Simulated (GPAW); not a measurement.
SnO2:

```
Sn O
1.0
     4.73800    0.00000    0.00000
     0.00000    4.73800    0.00000
     0.00000    0.00000    3.18650
Sn O
2 4
Direct
  0.00000 0.00000 0.00000
  0.50000 0.50000 0.50000
  0.30710 0.30710 0.00000
  0.19290 0.80710 0.50000
  0.69290 0.69290 0.00000
  0.80710 0.19290 0.50000
```

Program: GPAW 26.7.0. Alike in all runs: task band structure; no spin polarisation; cell as given; k mesh 6 × 6 × 8; cutoff (eV) 600; smearing fermi-dirac 0.05 eV.

Problem. Order these runs on this cell by their band gap on the k mesh, lowest first.
A. level LDA; potentials or basis the program's PAW data sets (release 1.2.1) made for this functional, pw; band points 60
B. level GLLB-SC; potentials or basis the program's PAW data sets (release 1.2.1) made for this functional, pw; band points 80
C. level PBE; potentials or basis GPAW PAW data sets (gpaw-data 1.2.1), pw; band points 100

Solution. A (1.16 eV), C (1.31 eV), B (3.40 eV).

Caveats: spin-orbit coupling is left out, which moves the levels of the heavy elements; the GLLB-SC gap is the Kohn-Sham gap of the path plus the derivative discontinuity (some runs); a model potential gives levels but no total energy (some runs).
